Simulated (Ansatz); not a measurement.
# Ba4Ge3S9Cl2: the cost of one run

Program: Ansatz 0.2.0. Level of theory: DFT, PBE, plane-wave PAW, default files, scalar-relativistic, as far as a step names no other. These are calculated values, not measurements.

### Step 1. The structure to begin with

It takes space group P6_3 (No. 173, hexagonal). The conventional cell has a = 9.820 Å, b = 9.820 Å, c = 12.054 Å, α = 90.00°, β = 90.00°, γ = 120.00°. Ba (site symmetry 1) is surrounded by 2 Cl at 2.96 to 3.08 Å and 6 S at 3.19 to 3.56 Å. Ba (site symmetry 3) has 1 Cl at 3.13 Å and 6 S at 3.16 to 3.18 Å as nearest neighbours. Ge (site symmetry 1) has 4 S at 2.18 to 2.29 Å as nearest neighbours. S (site symmetry 1) is surrounded by 1 Ge at 2.19 Å. S (site symmetry 1) is surrounded by 1 Ge at 2.18 Å. S (site symmetry 1) has 2 Ge at 2.29 Å as nearest neighbours. Cl (site symmetry 3) has 4 Ba at 3.08 to 3.13 Å as nearest neighbours. Around Cl (site symmetry 3) lie 3 Ba at 2.96 Å.

Structure file:

```cif
data_structure
_symmetry_space_group_name_H-M 'P 1'
_symmetry_Int_Tables_number 1
_cell_length_a 9.8200
_cell_length_b 9.8200
_cell_length_c 12.0544
_cell_angle_alpha 90.000
_cell_angle_beta 90.000
_cell_angle_gamma 120.000
_cell_volume 1006.70
loop_
_atom_site_label
_atom_site_type_symbol
_atom_site_fract_x
_atom_site_fract_y
_atom_site_fract_z
_atom_site_occupancy
Ba1 Ba 0.67087 0.92381 0.02503 1
Ba2 Ba 0.74706 0.67087 0.52503 1
Ba3 Ba 0.07619 0.74706 0.02503 1
Ba4 Ba 0.32913 0.07619 0.52503 1
Ba5 Ba 0.25294 0.32913 0.02503 1
Ba6 Ba 0.92381 0.25294 0.52503 1
Ba7 Ba 0.66667 0.33333 0.20788 1
Ba8 Ba 0.33333 0.66667 0.70788 1
Ge1 Ge 0.88640 0.33232 0.85745 1
Ge2 Ge 0.55409 0.88640 0.35745 1
Ge3 Ge 0.66768 0.55409 0.85745 1
Ge4 Ge 0.11360 0.66768 0.35745 1
Ge5 Ge 0.44591 0.11360 0.85745 1
Ge6 Ge 0.33232 0.44591 0.35745 1
S1 S 0.91734 0.33998 0.03745 1
S2 S 0.57736 0.91734 0.53745 1
S3 S 0.66002 0.57736 0.03745 1
S4 S 0.08266 0.66002 0.53745 1
S5 S 0.42264 0.08266 0.03745 1
S6 S 0.33998 0.42264 0.53745 1
S7 S 0.75339 0.07220 0.26817 1
S8 S 0.68119 0.75339 0.76817 1
S9 S 0.92780 0.68119 0.26817 1
S10 S 0.24661 0.92780 0.76817 1
S11 S 0.31881 0.24661 0.26817 1
S12 S 0.07220 0.31881 0.76817 1
S13 S 0.66537 0.11391 0.79382 1
S14 S 0.55146 0.66537 0.29382 1
S15 S 0.88609 0.55146 0.79382 1
S16 S 0.33463 0.88609 0.29382 1
S17 S 0.44854 0.33463 0.79382 1
S18 S 0.11391 0.44854 0.29382 1
Cl1 Cl 0.33333 0.66667 0.96777 1
Cl2 Cl 0.66667 0.33333 0.46777 1
Cl3 Cl 0.00000 0.00000 0.99187 1
Cl4 Cl 0.00000 0.00000 0.49187 1
```

The earlier run gave: gap on the mesh 2.50 eV, largest force 0.006 eV/Å, pressure 1.2 GPa.

Like atoms gathered into sites:

| site | atoms | first shell | V_zz (10²¹ V/m²) | η | C_Q (MHz) |
| --- | --- | --- | --- | --- | --- |
| Ba1 | 1, 2, 3, 4, … | 2 Cl at 2.96–3.08 Å, 7 S at 3.19–3.92 Å | 6.81 | 0.64 | 38.8 (¹³⁷Ba) |
| Ba7 | 7, 8 | 1 Cl at 3.13 Å, 6 S at 3.16–3.18 Å | -1.13 | 0.00 | -6.43 (¹³⁷Ba) |
| Ge | 9, 10, 11, 12, … | 4 S at 2.18–2.29 Å | -7.27 | 0.71 | 34.5 (⁷³Ge) |
| S15 | 15, 16, 17, 18, … | 1 Ge at 2.19 Å; also 1 Ba at 3.18 Å | 15.75 | 0.11 | -26.4 (³³S) |
| S21 | 21, 22, 23, 24, … | 1 Ge at 2.18 Å; also 2 Ba at 3.16–3.19 Å | 16.28 | 0.08 | -27.3 (³³S) |
| S27 | 27, 28, 29, 30, … | 2 Ge at 2.29 Å, angle 110° | -13.94 | 0.63 | 23.4 (³³S) |
| Cl33 | 33, 34 | 4 Ba at 3.08–3.13 Å | 0.20 | 0.00 | -0.387 (³⁵Cl) |
| Cl35 | 35, 36 | 3 Ba at 2.96 Å | -2.70 | 0.00 | 5.30 (³⁵Cl) |

V_zz is the principal component of the electric field gradient with the largest magnitude, η = (V_xx − V_yy)/V_zz and C_Q = eQV_zz/h. Q values from Pyykkö, Mol. Phys. 116, 1328 (2018).

### Step 2. A check on settings: scf.mixing.algorithm = broyden, scf.mixing.beta = 0.2, scf.mixing.ndim = 4, scf.convergence.dr2_threshold = 1e-06

Input file input.yaml:

```yaml
crystal:
  lattice:
    - [9.82, 0.0, 0.0]
    - [-4.91, 8.5043694652, 0.0]
    - [0.0, 0.0, 12.0544]
  atoms:
    - { symbol: Ba, position: [0.6708672736, 0.9238075829, 0.025029146] }
    - { symbol: Ba, position: [0.7470596907, 0.6708672736, 0.525029146] }
    - { symbol: Ba, position: [0.0761924171, 0.7470596907, 0.025029146] }
    - { symbol: Ba, position: [0.3291327264, 0.0761924171, 0.525029146] }
    - { symbol: Ba, position: [0.2529403093, 0.3291327264, 0.025029146] }
    - { symbol: Ba, position: [0.9238075829, 0.2529403093, 0.525029146] }
    - { symbol: Ba, position: [0.6666666667, 0.3333333333, 0.2078762816] }
    - { symbol: Ba, position: [0.3333333333, 0.6666666667, 0.7078762816] }
    - { symbol: Ge, position: [0.8864047132, 0.3323166986, 0.857445454] }
    - { symbol: Ge, position: [0.5540880147, 0.8864047132, 0.357445454] }
    - { symbol: Ge, position: [0.6676833014, 0.5540880147, 0.857445454] }
    - { symbol: Ge, position: [0.1135952868, 0.6676833014, 0.357445454] }
    - { symbol: Ge, position: [0.4459119853, 0.1135952868, 0.857445454] }
    - { symbol: Ge, position: [0.3323166986, 0.4459119853, 0.357445454] }
    - { symbol: S, position: [0.9173420862, 0.3399802751, 0.0374535076] }
    - { symbol: S, position: [0.5773618111, 0.9173420862, 0.5374535076] }
    - { symbol: S, position: [0.6600197249, 0.5773618111, 0.0374535076] }
    - { symbol: S, position: [0.0826579138, 0.6600197249, 0.5374535076] }
    - { symbol: S, position: [0.4226381889, 0.0826579138, 0.0374535076] }
    - { symbol: S, position: [0.3399802751, 0.4226381889, 0.5374535076] }
    - { symbol: S, position: [0.7533871465, 0.0721967979, 0.2681704159] }
    - { symbol: S, position: [0.6811903486, 0.7533871465, 0.7681704159] }
    - { symbol: S, position: [0.9278032021, 0.6811903486, 0.2681704159] }
    - { symbol: S, position: [0.2466128535, 0.9278032021, 0.7681704159] }
    - { symbol: S, position: [0.3188096514, 0.2466128535, 0.2681704159] }
    - { symbol: S, position: [0.0721967979, 0.3188096514, 0.7681704159] }
    - { symbol: S, position: [0.6653650992, 0.1139071518, 0.7938197321] }
    - { symbol: S, position: [0.5514579474, 0.6653650992, 0.2938197321] }
    - { symbol: S, position: [0.8860928482, 0.5514579474, 0.7938197321] }
    - { symbol: S, position: [0.3346349008, 0.8860928482, 0.2938197321] }
    - { symbol: S, position: [0.4485420526, 0.3346349008, 0.7938197321] }
    - { symbol: S, position: [0.1139071518, 0.4485420526, 0.2938197321] }
    - { symbol: Cl, position: [0.3333333333, 0.6666666667, 0.9677706714] }
    - { symbol: Cl, position: [0.6666666667, 0.3333333333, 0.4677706714] }
    - { symbol: Cl, position: [0.0, 0.0, -0.0081317199] }
    - { symbol: Cl, position: [0.0, 0.0, 0.4918682801] }
kpoints:
  mp_grid: { grid: [4, 4, 3] }
scf:
  occupations: { method: fermi_dirac, width: 0.02 }
  mixing: { algorithm: broyden, beta: 0.2, ndim: 4 }
  convergence: { dr2_threshold: 1.0e-06 }
hamiltonian:
  xc: pbe
  pseudopotentials: { kind: paw }
output:
  forces: true
  stress: true
  populations: true
  efg:
    quadrupole_moments_barn: { Ba: 0.236, Ge: -0.196, S: -0.0694, Cl: -0.08112 }
    contact_densities: true
  write_density: true
  write_potential: true
  elf: true
  volumetric_format: npy
```

Started as:

```sh
> ansatz run input.yaml --threads 4 --pin off --max-ram 8192MiB --backend cpu --events-out ev --progress --plain --runs-dir out
```

**Question.** How long does this run take on 4 threads of Intel Xeon Platinum 8488C (Sapphire Rapids), shared host, and how much memory does it need?

About 50 s, with a peak of 4 GiB.
